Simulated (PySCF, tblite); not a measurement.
# C4H7FO2Si2: geometry, infrared bands and NMR shifts

What infrared bands and NMR shifts should C4H7FO2Si2 (`CC1=C(F)[SiH2][Si@H]1OC=O`) show?

The runs use tblite 0.8.0 and PySCF 2.14.0, with density-fitted response routines of our own; the level of theory stands in each step. All values are computed, except where a source is named. Atoms count from 0, in the outputs and in this text.

**1. The starting structure**

16 atoms, charge 0, multiplicity 1; geometry from: force field or distance geometry start.

Bonds of the start (Å): C0–C1 1.55, C1–C2 1.27, C2–F3 1.43, C2–Si4 1.78, Si4–Si5 2.15, Si5–O6 1.76, O6–C7 1.40, C7–O8 1.25, Si5–C1 1.75, C0–H9 1.11, C0–H10 1.08, C0–H11 1.11, Si4–H12 1.49, Si4–H13 1.49, Si5–H14 1.48, C7–H15 1.09.

**2. Geometry optimisation with GFN2-xTB**

Job settings and geometry (Å):

```
{"job": {"kind": "relax", "xc": "GFN2-xTB", "basis": "xTB"}, "charge": 0, "multiplicity": 1}
C     -1.755200    -1.760400     0.276600
C     -1.001600    -0.449700    -0.068800
C     -1.341500     0.734700     0.250600
F     -2.529600     1.107200     0.955100
Si    -0.084100     1.809500    -0.398400
Si     0.511700    -0.193000    -0.917100
O      1.995000    -0.787400    -0.181600
C      2.865700     0.024100     0.548900
O      2.669400     1.244800     0.736900
H     -2.801200    -1.670900    -0.096800
H     -1.246100    -2.558100    -0.237400
H     -1.818500    -1.833200     1.380000
H      0.700500     2.521600     0.651800
H     -0.473500     2.720100    -1.512500
H      0.549500    -0.450300    -2.374700
H      3.751800    -0.450000     0.976000
```

Launch:

```sh
$ OMP_NUM_THREADS=1 python probes_run.py task.json out
```

This one command runs all jobs of the session in turn.

**Question.** This job is followed by: GFN2-xTB harmonic vibrations, gas phase; GIAO PBE0/pcSseg-1 NMR shielding, non-relativistic, gas phase. What will the session give for the following? strongest single infrared mode (GFN2-xTB); zero-point energy (GFN2-xTB); ¹³C shifts against TMS (PBE0/pcSseg-1); ¹H shifts against TMS (PBE0/pcSseg-1, means over atoms taken as alike); ¹⁹F shifts against CFCl3 (PBE0/pcSseg-1); ²⁹Si shifts against TMS (PBE0/pcSseg-1); ¹⁷O shifts against H2O (PBE0/pcSseg-1); surface potential, 1st and 99th percentile.

**Answer**, as computed:

```
                                                              quantity                             value
                             strongest single infrared mode (GFN2-xTB)             2280 cm⁻¹, 383 km/mol
                                          zero-point energy (GFN2-xTB)                     61.8 kcal/mol
                                ¹³C shifts against TMS (PBE0/pcSseg-1)     187.9, 166.6, 154.4, 15.4 ppm
¹H shifts against TMS (PBE0/pcSseg-1, means over atoms taken as alike)  8.16, 5.45, 5.34, 5.01, 2.01 ppm
                              ¹⁹F shifts against CFCl3 (PBE0/pcSseg-1)                         -53.0 ppm
                               ²⁹Si shifts against TMS (PBE0/pcSseg-1)                  -22.4, -42.8 ppm
                                ¹⁷O shifts against H2O (PBE0/pcSseg-1)                  464.5, 204.6 ppm
                                 surface potential, 1st and 99th percentile                -1.47 V and 1.32 V
```

What this shows: The optimisation took 162 steps and gained 1.935 eV; among the close pairs (by a distance rule), Si4–Si5 changed most, from 2.153 to 2.339 Å. No mode is imaginary among the 42: a minimum at this level. The strongest single mode, at 2280 cm⁻¹, moves mainly H12. GFN2-xTB is a fitted tight-binding method: band positions and strengths are rough. Its intensities can rank the bands wrongly. At PBE0/pcSseg-1: The largest span, 680 ppm, is at O8, where the paramagnetic term is -533 ppm. By nearest atom (PBE0/pcSseg-1), the HOMO sits on C1, C2 about 31 % each; F3 11 % and the LUMO on Si5 25 %; H14 18 %.
